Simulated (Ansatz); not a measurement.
**CdAg: stiffness from strained cells**

How stiff is the crystal, and how unevenly? Runs: reference run (LAPW and crystal datasets); at 20 GPa (LAPW). Companion runs by PAW are cited.

Method: DFT PBEsol, all-electron LAPW and all-electron PAW on datasets made for the crystal («crystal datasets»), scalar-relativistic unless said, in Ansatz 0.2.0.

## 1. Starting point

It takes space group Pm-3m (No. 221, cubic). The conventional cell has a = 3.310 Å, b = 3.310 Å, c = 3.310 Å, α = 90.00°, β = 90.00°, γ = 90.00°. Cd (site symmetry m-3m) is surrounded by 8 Ag at 2.87 Å. Ag (site symmetry m-3m) is surrounded by 8 Cd at 2.87 Å.

As a file:

```cif
data_structure
_symmetry_space_group_name_H-M 'Pm-3m'
_symmetry_Int_Tables_number 221
_cell_length_a 3.3097
_cell_length_b 3.3097
_cell_length_c 3.3097
_cell_angle_alpha 90.000
_cell_angle_beta 90.000
_cell_angle_gamma 90.000
_cell_volume 36.26
loop_
_atom_site_label
_atom_site_type_symbol
_atom_site_symmetry_multiplicity
_atom_site_Wyckoff_symbol
_atom_site_fract_x
_atom_site_fract_y
_atom_site_fract_z
_atom_site_occupancy
Cd1 Cd 1 b 0.50000 0.50000 0.50000 1
Ag1 Ag 1 a 0.00000 0.00000 0.00000 1
```

Cartesian axes are those of the input's lattice vectors. The structure goes back to a database entry.

## 2. Reference run, LAPW

Contents of input.yaml:

```yaml
crystal:
  lattice:
    - [3.30972736792, 0.0, 0.0]
    - [0.0, 3.30972736792, 0.0]
    - [0.0, 0.0, 3.30972736792]
  atoms:
    - { symbol: Cd, position: [0.5, 0.5, 0.5] }
    - { symbol: Ag, position: [0.0, 0.0, 0.0] }
kpoints:
  mp_grid: { grid: [12, 12, 12] }
scf:
  occupations: { method: fermi_dirac, width: 0.1 }
hamiltonian:
  xc: pbesol
  pseudopotentials: { kind: all_electron, lapw: { basis_error: 0.001 } }
elastic:
  mode: relaxed_ion
  stencil: two_point
  amplitude: 0.008
```

The run is started by

```
$ ansatz run input.yaml --threads 1 --pin off --max-ram 2560MiB --backend cpu --events-out ev --progress --plain --runs-dir out
```

Log:

```text
LAPW: plane waves up to 8.306 Å⁻¹, error target 1.0e-3 eV per atom; small_component_spin mean_spin; Ag in spheres of 1.389 Å, 19 of its electrons in bands, Dirac shells []; Cd in spheres of 1.391 Å, 20 of its electrons in bands, Dirac shells [] (how accurate: hamiltonian.pseudopotentials.lapw.basis_error, Limitations)
Engine: ansatz 0.2.0
Pseudopotentials: kind: all_electron
Pseudopotential: Cd, LAPW, valence charge 20, lapw/all_electron/scalar/gaussian/Cd, Koelling and Harmon's equation, gaussian nucleus
Pseudopotential: Ag, LAPW, valence charge 19, lapw/all_electron/scalar/gaussian/Ag, Koelling and Harmon's equation, gaussian nucleus
Functional definition: PBEsol
  exchange = pbesol_x
  correlation = pbesol_c
Crystal: 2 atoms, lattice volume = 36.256 Å³
Basis set: ecut = 262.82668049202795 eV, 365 PW (Γ), exchange–correlation at level 2
Bands: 24, of which v1, the nominal top of the filled ones, is band 20 counted from 1 (19 counted from 0)
Symmetry: 48 space group operations
Space group: Pm-3m (ITA 221), of the structure as read, at distance tolerance 3.3e-5 Å
k-points: 84 of 1728
Non-local potential: Cd, projectors of the file, none
Non-local potential: Ag, projectors of the file, none
Initial density: superposition of atomic densities (chi_scale 0.1, normalization cell, long waves kept (reshape's long-wave potential 0.00 eV rms))
Initial wavefunctions: plane waves of lowest kinetic energy (no species holds an atomic orbital)
Functional: x = pbesol(κ = 0.804, μ = 0.12345679012345678), c = pbesol(β = 0.046)
iter 1 solved again at ethr=4.00e-4 eV; its pass at ethr=1.00e-1 eV (dr2=1.56e-1 eV) is discarded
SCF iter   1: F=—  HF=-296753.633514 eV  |F-HF|=—  |Δ(HF+E_count)|=         —  Δρ=2.41e-2  dr2=1.57e-1  ethr=4.00e-4  ⟨swp⟩=2.7  Hψ=14252  notcnv=0
preconditioner: auto → Kerker (q_TF=auto, 2.762 Å⁻¹)  [metal: Δε(μ)=0.017 eV  Ē_g=12.541 eV  σ=0.100 eV  W_gap=0.04  n_scr=18 (ndim 8)  ℏωp=29.6 eV  f_vac=0.000  D(μ)=0.60/eV (n_scr^D=0)]
SCF iter   2: F=—  HF=-296753.337558 eV  |F-HF|=—  |Δ(HF+E_count)|=   2.96e-1  Δρ=9.90e-3  dr2=5.76e-2  ethr=4.00e-4  ⟨swp⟩=3.0  Hψ=6427  notcnv=0
SCF iter   3: F=—  HF=-296753.249817 eV  |F-HF|=—  |Δ(HF+E_count)|=   8.77e-2  Δρ=8.73e-3  dr2=2.91e-2  ethr=1.48e-4  ⟨swp⟩=2.3  Hψ=5750  notcnv=0
SCF iter   4: F=—  HF=-296753.244622 eV  |F-HF|=—  |Δ(HF+E_count)|=   5.20e-3  Δρ=4.67e-3  dr2=1.11e-2  ethr=7.47e-5  ⟨swp⟩=2.0  Hψ=5666  notcnv=0
SCF iter   5: F=—  HF=-296753.242105 eV  |F-HF|=—  |Δ(HF+E_count)|=   2.52e-3  Δρ=2.22e-3  dr2=2.61e-3  ethr=2.86e-5  ⟨swp⟩=2.0  Hψ=5665  notcnv=0
iter 6 solved again at ethr=3.66e-7 eV; its pass at ethr=6.70e-6 eV (dr2=1.43e-4 eV) is discarded
SCF iter   6: F=—  HF=-296753.242312 eV  |F-HF|=—  |Δ(HF+E_count)|=   2.08e-4  Δρ=5.31e-4  dr2=1.42e-4  ethr=3.66e-7  ⟨swp⟩=2.0  Hψ=9749  notcnv=0
SCF iter   7: F=—  HF=-296753.242298 eV  |F-HF|=—  |Δ(HF+E_count)|=   1.38e-5  Δρ=2.00e-4  dr2=1.91e-5  ethr=3.65e-7  ⟨swp⟩=2.0  Hψ=5665  notcnv=0
SCF iter   8: F=—  HF=-296753.242297 eV  |F-HF|=—  |Δ(HF+E_count)|=   1.02e-6  Δρ=4.60e-5  dr2=1.44e-6  ethr=4.89e-8  ⟨swp⟩=2.0  Hψ=5665  notcnv=0
SCF iter   9: F=—  HF=-296753.242297 eV  |F-HF|=—  |Δ(HF+E_count)|=   9.23e-8  Δρ=1.73e-5  dr2=1.33e-7  ethr=3.69e-9  ⟨swp⟩=2.0  Hψ=5665  notcnv=0
SCF iter  10: F=—  HF=-296753.242297 eV  |F-HF|=—  |Δ(HF+E_count)|=   2.01e-8  Δρ=5.41e-6  dr2=1.48e-8  ethr=3.40e-10  ⟨swp⟩=2.0  Hψ=5665  notcnv=0
SCF iter  11: F=—  HF=-296753.242297 eV  |F-HF|=—  |Δ(HF+E_count)|=   1.66e-8  Δρ=1.25e-6  dr2=3.45e-10  ethr=3.80e-11  ⟨swp⟩=2.0  Hψ=5665  notcnv=0
SCF iter  12: F=—  HF=-296753.242297 eV  |F-HF|=—  |Δ(HF+E_count)|=  1.75e-10  Δρ=7.16e-7  dr2=1.22e-10  ethr=1.37e-12 (applied; sched 1.00e-12)  ⟨swp⟩=3.0  Hψ=5874  notcnv=0
SCF iter  13: F=—  HF=-296753.242297 eV  |F-HF|=—  |Δ(HF+E_count)|=  1.75e-10  Δρ=2.83e-7  dr2=1.88e-11  ethr=1.27e-12 (applied; sched 1.00e-12)  ⟨swp⟩=2.0  Hψ=5665  notcnv=0
SCF iter  14: F=—  HF=-296753.242297 eV  |F-HF|=—  |Δ(HF+E_count)|=  3.49e-10  Δρ=6.19e-8  dr2=1.06e-12  ethr=1.27e-12 (applied; sched 1.00e-12)  ⟨swp⟩=2.0  Hψ=5665  notcnv=0
SCF iter  15: F=-296753.242297 eV  HF=-296753.242297 eV  |F-HF|=5.82e-11  |Δ(HF+E_count)|=  4.07e-10  Δρ=1.35e-8  dr2=3.87e-14  ethr=1.27e-12 (applied; sched 1.00e-12)  ⟨swp⟩=2.0  Hψ=5665  notcnv=0
SCF 1 converged in 15 iterations: F = -296753.242297 eV  dr2 = 3.87e-14
Crystal: 2 atoms, lattice volume = 35.966 Å³
Basis set: ecut = 264.23783468058133 eV, 365 PW (Γ), exchange–correlation at level 2
Symmetry: 16 space group operations
k-points: 196 of 1728
Initial density: handed on by an earlier stage of this run
Initial wavefunctions: plane waves of lowest kinetic energy (no species holds an atomic orbital; no wavefunctions were taken with the density)
iter 1 solved again at ethr=5.00e-8 eV; its pass at ethr=1.00e-1 eV (dr2=1.95e-5 eV) is discarded
SCF iter   1: F=—  HF=-296753.241556 eV  |F-HF|=—  |Δ(HF+E_count)|=         —  Δρ=1.93e-4  dr2=2.14e-5  ethr=5.00e-8  ⟨swp⟩=5.4  Hψ=43674  notcnv=0
preconditioner: auto → Kerker (q_TF=auto, 2.765 Å⁻¹)  [metal: Δε(μ)=0.026 eV  Ē_g=13.107 eV  σ=0.100 eV  W_gap=0.07  n_scr=18 (ndim 8)  ℏωp=29.7 eV  f_vac=0.000  D(μ)=0.55/eV (n_scr^D=0)]
SCF iter   2: F=—  HF=-296753.241549 eV  |F-HF|=—  |Δ(HF+E_count)|=   7.25e-6  Δρ=1.09e-4  dr2=7.42e-6  ethr=5.00e-8  ⟨swp⟩=2.0  Hψ=13232  notcnv=0
SCF iter   3: F=—  HF=-296753.241548 eV  |F-HF|=—  |Δ(HF+E_count)|=   1.26e-6  Δρ=9.12e-5  dr2=5.56e-6  ethr=1.90e-8  ⟨swp⟩=2.0  Hψ=13232  notcnv=0
SCF iter   4: F=—  HF=-296753.241546 eV  |F-HF|=—  |Δ(HF+E_count)|=   1.70e-6  Δρ=3.08e-5  dr2=6.75e-7  ethr=1.43e-8  ⟨swp⟩=2.0  Hψ=13232  notcnv=0
SCF iter   5: F=—  HF=-296753.241546 eV  |F-HF|=—  |Δ(HF+E_count)|=   4.03e-8  Δρ=1.10e-5  dr2=9.08e-8  ethr=1.73e-9  ⟨swp⟩=2.1  Hψ=13244  notcnv=0
SCF iter   6: F=—  HF=-296753.241546 eV  |F-HF|=—  |Δ(HF+E_count)|=   2.03e-7  Δρ=5.34e-6  dr2=1.25e-8  ethr=2.33e-10  ⟨swp⟩=2.2  Hψ=13274  notcnv=0
SCF iter   7: F=—  HF=-296753.241546 eV  |F-HF|=—  |Δ(HF+E_count)|=  4.66e-10  Δρ=2.20e-6  dr2=3.02e-9  ethr=3.20e-11  ⟨swp⟩=2.0  Hψ=13232  notcnv=0
iter 8 solved again at ethr=1.00e-12 eV; its pass at ethr=7.74e-12 eV (dr2=9.39e-11 eV) is discarded
SCF iter   8: F=—  HF=-296753.241546 eV  |F-HF|=—  |Δ(HF+E_count)|=  6.98e-10  Δρ=4.31e-7  dr2=9.37e-11  ethr=1.00e-12  ⟨swp⟩=2.0  Hψ=22776  notcnv=0
SCF iter   9: F=—  HF=-296753.241546 eV  |F-HF|=—  |Δ(HF+E_count)|=  3.49e-10  Δρ=1.16e-7  dr2=6.96e-12  ethr=1.27e-12 (applied; sched 1.00e-12)  ⟨swp⟩=2.0  Hψ=13232  notcnv=0
SCF iter  10: F=—  HF=-296753.241546 eV  |F-HF|=—  |Δ(HF+E_count)|=  5.82e-11  Δρ=3.50e-8  dr2=7.12e-13  ethr=1.27e-12 (applied; sched 1.00e-12)  ⟨swp⟩=2.0  Hψ=13232  notcnv=0
SCF iter  11: F=—  HF=-296753.241546 eV  |F-HF|=—  |Δ(HF+E_count)|=  2.91e-10  Δρ=1.44e-8  dr2=1.08e-13  ethr=1.27e-12 (applied; sched 1.00e-12)  ⟨swp⟩=2.0  Hψ=13232  notcnv=0
SCF iter  12: F=-296753.241546 eV  HF=-296753.241546 eV  |F-HF|=2.91e-10  |Δ(HF+E_count)|=    0.00e0  Δρ=6.65e-9  dr2=2.54e-14  ethr=1.27e-12 (applied; sched 1.00e-12)  ⟨swp⟩=2.0  Hψ=13232  notcnv=0
SCF 2 converged in 12 iterations: F = -296753.241546 eV  dr2 = 2.54e-14
Crystal: 2 atoms, lattice volume = 36.546 Å³
Basis set: ecut = 261.43421717545243 eV, 365 PW (Γ), exchange–correlation at level 2
iter 1 solved again at ethr=6.88e-8 eV; its pass at ethr=1.00e-1 eV (dr2=2.68e-5 eV) is discarded
SCF iter   1: F=—  HF=-296753.241550 eV  |F-HF|=—  |Δ(HF+E_count)|=         —  Δρ=1.88e-4  dr2=2.15e-5  ethr=6.88e-8  ⟨swp⟩=5.3  Hψ=43358  notcnv=0
preconditioner: auto → Kerker (q_TF=auto, 2.758 Å⁻¹)  [metal: Δε(μ)=0.017 eV  Ē_g=12.986 eV  σ=0.100 eV  W_gap=0.04  n_scr=18 (ndim 8)  ℏωp=29.5 eV  f_vac=0.000  D(μ)=0.55/eV (n_scr^D=0)]
SCF iter   2: F=—  HF=-296753.241543 eV  |F-HF|=—  |Δ(HF+E_count)|=   7.36e-6  Δρ=1.06e-4  dr2=7.38e-6  ethr=5.51e-8  ⟨swp⟩=2.0  Hψ=13239  notcnv=0
SCF iter   3: F=—  HF=-296753.241541 eV  |F-HF|=—  |Δ(HF+E_count)|=   1.13e-6  Δρ=8.94e-5  dr2=5.63e-6  ethr=1.89e-8  ⟨swp⟩=2.0  Hψ=13239  notcnv=0
SCF iter   4: F=—  HF=-296753.241540 eV  |F-HF|=—  |Δ(HF+E_count)|=   1.77e-6  Δρ=3.09e-5  dr2=7.20e-7  ethr=1.44e-8  ⟨swp⟩=2.0  Hψ=13239  notcnv=0
SCF iter   5: F=—  HF=-296753.241540 eV  |F-HF|=—  |Δ(HF+E_count)|=   1.40e-9  Δρ=1.04e-5  dr2=8.42e-8  ethr=1.85e-9  ⟨swp⟩=2.1  Hψ=13254  notcnv=0
SCF iter   6: F=—  HF=-296753.241539 eV  |F-HF|=—  |Δ(HF+E_count)|=   1.69e-7  Δρ=5.26e-6  dr2=1.18e-8  ethr=2.16e-10  ⟨swp⟩=2.2  Hψ=13285  notcnv=0
SCF iter   7: F=—  HF=-296753.241539 eV  |F-HF|=—  |Δ(HF+E_count)|=   1.86e-9  Δρ=2.21e-6  dr2=2.99e-9  ethr=3.03e-11  ⟨swp⟩=2.0  Hψ=13239  notcnv=0
iter 8 solved again at ethr=1.00e-12 eV; its pass at ethr=7.67e-12 eV (dr2=1.02e-10 eV) is discarded
SCF iter   8: F=—  HF=-296753.241539 eV  |F-HF|=—  |Δ(HF+E_count)|=  6.40e-10  Δρ=4.37e-7  dr2=1.02e-10  ethr=1.00e-12  ⟨swp⟩=2.0  Hψ=22785  notcnv=0
SCF iter   9: F=—  HF=-296753.241539 eV  |F-HF|=—  |Δ(HF+E_count)|=  4.07e-10  Δρ=1.18e-7  dr2=7.50e-12  ethr=1.28e-12 (applied; sched 1.00e-12)  ⟨swp⟩=2.0  Hψ=13239  notcnv=0
SCF iter  10: F=—  HF=-296753.241539 eV  |F-HF|=—  |Δ(HF+E_count)|=  3.49e-10  Δρ=3.49e-8  dr2=7.29e-13  ethr=1.28e-12 (applied; sched 1.00e-12)  ⟨swp⟩=2.0  Hψ=13239  notcnv=0
SCF iter  11: F=—  HF=-296753.241539 eV  |F-HF|=—  |Δ(HF+E_count)|=  1.16e-10  Δρ=1.40e-8  dr2=1.04e-13  ethr=1.28e-12 (applied; sched 1.00e-12)  ⟨swp⟩=2.0  Hψ=13239  notcnv=0
SCF iter  12: F=-296753.241539 eV  HF=-296753.241539 eV  |F-HF|=5.82e-11  |Δ(HF+E_count)|=  4.66e-10  Δρ=6.85e-9  dr2=2.77e-14  ethr=1.28e-12 (applied; sched 1.00e-12)  ⟨swp⟩=2.0  Hψ=13239  notcnv=0
SCF 3 converged in 12 iterations: F = -296753.241539 eV  dr2 = 2.77e-14
Crystal: 2 atoms, lattice volume = 36.255 Å³
Basis set: ecut = 262.8294840140002 eV, 365 PW (Γ), exchange–correlation at level 2
Symmetry: 8 space group operations
k-points: 301 of 1728
iter 1 solved again at ethr=4.06e-8 eV; its pass at ethr=1.00e-1 eV (dr2=1.58e-5 eV) is discarded
SCF iter   1: F=—  HF=-296753.241914 eV  |F-HF|=—  |Δ(HF+E_count)|=         —  Δρ=1.83e-4  dr2=1.35e-5  ethr=4.06e-8  ⟨swp⟩=5.4  Hψ=67183  notcnv=0
preconditioner: auto → Kerker (q_TF=auto, 2.762 Å⁻¹)  [metal: Δε(μ)=0.012 eV  Ē_g=13.045 eV  σ=0.100 eV  W_gap=0.03  n_scr=18 (ndim 8)  ℏωp=29.6 eV  f_vac=0.000  D(μ)=0.54/eV (n_scr^D=0)]
SCF iter   2: F=—  HF=-296753.241912 eV  |F-HF|=—  |Δ(HF+E_count)|=   1.85e-6  Δρ=1.28e-4  dr2=6.83e-6  ethr=3.47e-8  ⟨swp⟩=2.0  Hψ=20325  notcnv=0
iter 3 solved again at ethr=1.02e-9 eV; its pass at ethr=1.75e-8 eV (dr2=3.99e-7 eV) is discarded
SCF iter   3: F=—  HF=-296753.241910 eV  |F-HF|=—  |Δ(HF+E_count)|=   1.63e-6  Δρ=2.99e-5  dr2=3.99e-7  ethr=1.02e-9  ⟨swp⟩=2.0  Hψ=34980  notcnv=0
SCF iter   4: F=—  HF=-296753.241910 eV  |F-HF|=—  |Δ(HF+E_count)|=   5.49e-8  Δρ=6.27e-6  dr2=1.65e-8  ethr=1.02e-9  ⟨swp⟩=2.0  Hψ=20325  notcnv=0
SCF iter   5: F=—  HF=-296753.241910 eV  |F-HF|=—  |Δ(HF+E_count)|=   9.73e-8  Δρ=2.38e-6  dr2=8.60e-10  ethr=4.22e-11  ⟨swp⟩=3.0  Hψ=21990  notcnv=0
SCF iter   6: F=—  HF=-296753.241910 eV  |F-HF|=—  |Δ(HF+E_count)|=  5.82e-11  Δρ=1.11e-6  dr2=1.74e-10  ethr=2.20e-12  ⟨swp⟩=2.0  Hψ=20325  notcnv=0
SCF iter   7: F=—  HF=-296753.241910 eV  |F-HF|=—  |Δ(HF+E_count)|=  4.66e-10  Δρ=6.95e-7  dr2=6.93e-11  ethr=1.27e-12 (applied; sched 1.00e-12)  ⟨swp⟩=2.0  Hψ=20325  notcnv=0
SCF iter   8: F=—  HF=-296753.241910 eV  |F-HF|=—  |Δ(HF+E_count)|=  2.33e-10  Δρ=1.78e-7  dr2=5.28e-12  ethr=1.27e-12 (applied; sched 1.00e-12)  ⟨swp⟩=2.0  Hψ=20325  notcnv=0
SCF iter   9: F=—  HF=-296753.241910 eV  |F-HF|=—  |Δ(HF+E_count)|=  2.33e-10  Δρ=2.64e-8  dr2=1.99e-13  ethr=1.27e-12 (applied; sched 1.00e-12)  ⟨swp⟩=2.0  Hψ=20325  notcnv=0
SCF iter  10: F=-296753.241910 eV  HF=-296753.241910 eV  |F-HF|=2.33e-10  |Δ(HF+E_count)|=    0.00e0  Δρ=5.74e-9  dr2=1.89e-14  ethr=1.27e-12 (applied; sched 1.00e-12)  ⟨swp⟩=2.0  Hψ=20325  notcnv=0
SCF 4 converged in 10 iterations: F = -296753.241910 eV  dr2 = 1.89e-14
iter 1 solved again at ethr=3.81e-8 eV; its pass at ethr=1.00e-1 eV (dr2=1.49e-5 eV) is discarded
SCF iter   1: F=—  HF=-296753.241914 eV  |F-HF|=—  |Δ(HF+E_count)|=         —  Δρ=1.83e-4  dr2=1.35e-5  ethr=3.81e-8  ⟨swp⟩=5.4  Hψ=67316  notcnv=0
SCF iter   2: F=—  HF=-296753.241912 eV  |F-HF|=—  |Δ(HF+E_count)|=   1.85e-6  Δρ=1.28e-4  dr2=6.83e-6  ethr=3.47e-8  ⟨swp⟩=2.0  Hψ=20325  notcnv=0
iter 3 solved again at ethr=1.02e-9 eV; its pass at ethr=1.75e-8 eV (dr2=3.99e-7 eV) is discarded
SCF iter   3: F=—  HF=-296753.241910 eV  |F-HF|=—  |Δ(HF+E_count)|=   1.63e-6  Δρ=2.99e-5  dr2=3.99e-7  ethr=1.02e-9  ⟨swp⟩=2.0  Hψ=34980  notcnv=0
SCF iter   4: F=—  HF=-296753.241910 eV  |F-HF|=—  |Δ(HF+E_count)|=   5.46e-8  Δρ=6.28e-6  dr2=1.66e-8  ethr=1.02e-9  ⟨swp⟩=2.0  Hψ=20325  notcnv=0
SCF iter   5: F=—  HF=-296753.241910 eV  |F-HF|=—  |Δ(HF+E_count)|=   9.70e-8  Δρ=2.38e-6  dr2=8.59e-10  ethr=4.27e-11  ⟨swp⟩=3.0  Hψ=21984  notcnv=0
SCF iter   6: F=—  HF=-296753.241910 eV  |F-HF|=—  |Δ(HF+E_count)|=  4.07e-10  Δρ=1.10e-6  dr2=1.73e-10  ethr=2.20e-12  ⟨swp⟩=2.0  Hψ=20326  notcnv=0
SCF iter   7: F=—  HF=-296753.241910 eV  |F-HF|=—  |Δ(HF+E_count)|=  2.33e-10  Δρ=6.91e-7  dr2=6.86e-11  ethr=1.27e-12 (applied; sched 1.00e-12)  ⟨swp⟩=2.0  Hψ=20325  notcnv=0
SCF iter   8: F=—  HF=-296753.241910 eV  |F-HF|=—  |Δ(HF+E_count)|=    0.00e0  Δρ=1.80e-7  dr2=5.43e-12  ethr=1.27e-12 (applied; sched 1.00e-12)  ⟨swp⟩=2.0  Hψ=20325  notcnv=0
SCF iter   9: F=—  HF=-296753.241910 eV  |F-HF|=—  |Δ(HF+E_count)|=  2.33e-10  Δρ=2.69e-8  dr2=2.04e-13  ethr=1.27e-12 (applied; sched 1.00e-12)  ⟨swp⟩=2.0  Hψ=20325  notcnv=0
SCF iter  10: F=-296753.241910 eV  HF=-296753.241910 eV  |F-HF|=5.82e-11  |Δ(HF+E_count)|=  5.82e-11  Δρ=5.74e-9  dr2=1.90e-14  ethr=1.27e-12 (applied; sched 1.00e-12)  ⟨swp⟩=2.0  Hψ=20325  notcnv=0
SCF 5 converged in 10 iterations: F = -296753.241910 eV  dr2 = 1.90e-14
SCF converged after 15 iterations
Free energy (F): -296753.242297 eV
Harris-Foulkes:  -296753.242297 eV  (|F-HF|=5.82e-11)
Internal energy: -296753.224422 eV  (E = F + TS)
E sigma→0 (E₀):  -296753.233360 eV
Entropy (-TS):   -0.017876 eV (-8.938 meV/atom)
Fermi energy:    18.370282 eV
--- Per-component energies (eV) ---
  E_band       = -540.776659
  E_kinetic    = 310554.395982
  E_xc         = -8136.031007
  E_electrostatic = -599171.589396  (all electrons and nuclei)
  E_smearing   = -0.017876  (= −TS)
  E_closure    = 0.000000  (closes the sum)
  E_atoms      = -296748.580085  (free atoms, spherical and without spin; not in F)
  Σ components = -296753.242297   (vs F -296753.242297, Δ=0.00e0)
  Basis errors (estimates in eV, not in F): energy 2.7e-4 per atom: plane waves 2.6e-4 (1.4e-4 summed), levels above the bands 6.0e-22, relativity 2.1e-8, radial functions 1.8e-5, core shells 1.4e-6; eigenvalues (radial functions only) 1.1e-6; not estimated: angular momenta, meshes, grids; target (lapw.basis_error) 1.0e-3; muffin-tin radii Ag 1.389 Å, Cd 1.391 Å
--- Forces (eV/Å), atoms counted from 1 ---
  atom   1  Cd     0.00000000     0.00000000     0.00000000
  atom   2  Ag    -0.00000000    -0.00000000     0.00000000
  max |Σ_I F_I| component: 7.89e-31 eV/Å
--- Stress (GPa, compression-positive) ---
       -0.011073       0.000000       0.000000
        0.000000      -0.011073       0.000000
        0.000000       0.000000      -0.011073
  P = ⅓ Tr σ = -0.0111 GPa (-0.111 kbar)
--- Band table (eV; the first three rows and the last of 84) ---
  k-point 0: bands = ["-84.3790", "-74.0285", "-45.4575", "-45.4575", "-45.4575", "-37.5187", "-37.5187", "-37.5187", "8.9484", "8.9484", "9.4168", "9.6989", "9.6989", "9.6989", "13.1686", "13.1686", "14.0867", "14.0867", "14.0867", "23.3956", "23.3956", "23.3956", "28.2188", "29.3208"]
  k-point 1: bands = ["-84.3790", "-74.0285", "-45.4581", "-45.4574", "-45.4574", "-37.5198", "-37.5187", "-37.5187", "8.9642", "8.9863", "9.5268", "9.6898", "9.6898", "9.7077", "13.1515", "13.1928", "14.0325", "14.0325", "14.0743", "22.5521", "23.5921", "23.5921", "28.5267", "29.3390"]
  k-point 2: bands = ["-84.3789", "-74.0284", "-45.4596", "-45.4573", "-45.4573", "-37.5229", "-37.5185", "-37.5185", "9.0081", "9.0844", "9.6653", "9.6653", "9.7321", "9.8596", "13.1040", "13.2606", "13.8907", "13.8907", "14.0402", "20.8875", "24.1594", "24.1594", "28.6769", "29.3953"]
  k-point 83: bands = ["-84.3780", "-74.0265", "-45.4648", "-45.4648", "-45.4648", "-37.5326", "-37.5326", "-37.5326", "9.1936", "9.1936", "9.1936", "10.1289", "10.1289", "12.5434", "12.5434", "12.5434", "14.3633", "14.3633", "20.8497", "22.5727", "22.5727", "22.5727", "22.7420", "22.7420"]
--- Elastic constants: 2 strain directions × 2 members + reference (group order 48) ---
  dense FFT box of the reference and of every strained cell: 18×18×18
  strains applied: 11, 23; error gains: componentwise 1.00 (the most a stress slope's error grows in a printed constant), spectral 1.73 (1 for all six strains in a standard setting)
  C = ∂σ_k/∂η_j (tension-positive GPa; Voigt order 11 22 33 23 13 12):
       104.097     92.470     92.470     -0.000     -0.000     -0.000
        92.470    104.097     92.470     -0.000     -0.000     -0.000
        92.470     92.470    104.097     -0.000     -0.000     -0.000
        -0.000     -0.000     -0.000     53.544      0.000      0.000
         0.000      0.000     -0.000     -0.000     53.544      0.000
         0.000     -0.000      0.000      0.000      0.000     53.544
  reference stress σ⁰ (GPa):      0.011      0.011      0.011      0.000      0.000      0.000
  no Pulay correction (none for the plane-wave cutoff is built on LAPW): the batch's stresses and constants are at fixed plane waves
  C* (energy form; C + prestress term) asymmetry max|C*_kj − C*_jk| = 4.263e-14 GPa — a small one proves nothing (zero by symmetry where the batch's group is 432, −43m or m−3m); a large one is finite-difference/SCF noise where every solve meets its electron count
  moduli (Voigt/Reuss/Hill, GPa): K = 96.35/96.35/96.35   G = 34.45/12.50/23.47   E = 65.13   ν = 0.387
  mechanically stable: yes (min eigenvalue of sym C = 11.63 GPa)
  where every solve meets its electron count the energy-path curvature estimates C_jj along a normal strain and C_jj − ¼(σ⁰_aa + σ⁰_bb) along a shear (ab), closely only under elastic.basis: deformed
  strain η (Voigt 11):  stress-route row diagonal C_11 = 104.10 GPa, energy-path curvature d²(F+E_count)/dδ²/Ω₀ = 104.22 GPa
         δ    σ_11 (GPa)             F (eV)   n_scf  n_hpsi   n_pw
    -8.000e-3      -0.8489     -296753.2415459      12  201092    365   relax 0 steps, max|allowed force component| 2.96e-30 eV/Å
     8.000e-3       0.8167     -296753.2415395      12  200868    365   relax 0 steps, max|allowed force component| 7.89e-31 eV/Å
  strain η (Voigt 23):  stress-route row diagonal C_44 = 53.54 GPa, energy-path curvature d²(F+E_count)/dδ²/Ω₀ = 53.48 GPa
         δ    σ_23 (GPa)             F (eV)   n_scf  n_hpsi   n_pw
    -8.000e-3      -0.4284     -296753.2419101      10  269890    365   relax 0 steps, max|allowed force component| 1.58e-30 eV/Å
     8.000e-3       0.4284     -296753.2419101      10  270004    365   relax 0 steps, max|allowed force component| 3.94e-31 eV/Å
```

It took 5.4 min on 1 thread of Intel Xeon Platinum 8259CL at 2.50GHz (Skylake/Cascade Lake), shared host; peak memory 1.1 GiB.

C in GPa (Voigt order xx, yy, zz, yz, xz, xy):

```
104.1  92.5  92.5   0.0   0.0   0.0
 92.5 104.1  92.5   0.0   0.0   0.0
 92.5  92.5 104.1   0.0   0.0   0.0
  0.0   0.0   0.0  53.5   0.0   0.0
  0.0   0.0   0.0   0.0  53.5   0.0
  0.0   0.0   0.0   0.0   0.0  53.5
```

(Part 1 of 3 ends here.)
